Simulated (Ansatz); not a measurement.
# RbReB2: the cost of one run

Method: DFT PBE, scalar-relativistic, plane waves, PAW, in Ansatz 0.2.0.

## (1) Starting point

Symmetry: Cmmm, No. 65, orthorhombic system. The conventional cell has a = 5.006 Å, b = 5.064 Å, c = 5.941 Å, α = 90.00°, β = 90.00°, γ = 90.00°. Around Rb (site symmetry mmm) lie 4 B at 2.50 to 2.53 Å. Re (site symmetry mmm) is surrounded by 4 B at 2.50 to 2.53 Å. Around B (site symmetry mmm) lie 4 Re at 2.50 to 2.53 Å. B (site symmetry mmm) has 4 Rb at 2.50 to 2.53 Å as nearest neighbours.

Structure file:

```
CELL_PARAMETERS angstrom
2.50313 -2.53194 0.00000
2.50313 2.53194 0.00000
0.00000 0.00000 5.94123
ATOMIC_POSITIONS crystal
Rb 0.50000 0.50000 0.00000
Re 0.50000 0.50000 0.50000
B 0.00000 0.00000 0.50000
B 0.00000 0.00000 0.00000
```

The cell is invented: random cell by space group and Wyckoff sites (Cmmm, No. 65). Its size is a rough estimate.

## (2) The guess as it stands, on a coarse mesh

input.yaml

```yaml
crystal:
  lattice:
    - [2.50312599, -2.53193801, 0.0]
    - [2.50312599, 2.53193801, 0.0]
    - [0.0, 0.0, 5.94122744]
  atoms:
    - { symbol: Rb, position: [0.5, 0.5, 0.0] }
    - { symbol: Re, position: [0.5, 0.5, 0.5] }
    - { symbol: B, position: [0.0, 0.0, 0.5] }
    - { symbol: B, position: [0.0, 0.0, 0.0] }
basis:
  ecutwfc: 420
kpoints:
  mp_grid: { grid: [6, 6, 4] }
hamiltonian:
  xc: pbe
scf:
  occupations: { method: gaussian, width: 0.1 }
  lower_state_search: "off"
output:
  forces: true
  stress: true
  eigenvalues: true
```

On the command line:

```sh
> ansatz run input.yaml --threads 1 --pin off --max-ram 2560MiB --backend cpu --events-out ev --progress --plain --runs-dir out
```

**Question.** How long does this run take on 1 thread of Arm Neoverse N1, shared host, and how much memory does it need?

About 4.9 s, with a peak of 0.34 GiB.
